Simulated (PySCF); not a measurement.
# BrH4NO: the cost of one run

Computed with PySCF 2.14.0; each step states its level. No surroundings beyond the atoms listed, unless a continuum is named. Atoms count from 0, parts from 1.

## 1. Starting point

7 atoms, charge 0, multiplicity 1; geometry: GFN2-xTB. Parts: 1 = atoms 0–1, `Br`, charge 0; 2 = atoms 2–6, `NO`, charge 0.

## 2. Optimising the geometry at PBE0-D3(BJ)/def2-SVPD

What the job is given:

```
{"job": {"xc": "PBE0", "basis": "def2-SVPD", "d3": "d3bj", "grid": 2, "kind": "geom", "shake": 0.01}, "charge": 0, "multiplicity": 1, "parts": [{"atoms": "0-1", "charge": 0, "multiplicity": 1}, {"atoms": "2-6", "charge": 0, "multiplicity": 1}]}
Br     0.674068     0.196260    -0.454089
H     -0.505652    -0.392779     0.049128
O     -2.196032    -1.000291     0.706638
N     -1.754383    -2.232596     1.279519
H     -3.120358    -0.815980     0.849986
H     -2.330497    -2.978754     0.851273
H     -1.957378    -2.216936     2.284954
```

Launch:

```bash
$ OMP_NUM_THREADS=1 python cluster_run.py task.json out
```

The driver reads the jobs from task.json and runs them one after another.

Q: Estimate the wall time and peak memory of this first job on 1 thread of Arm Neoverse N1, shared host.

About 56 s, with a peak of 0.5 GiB.
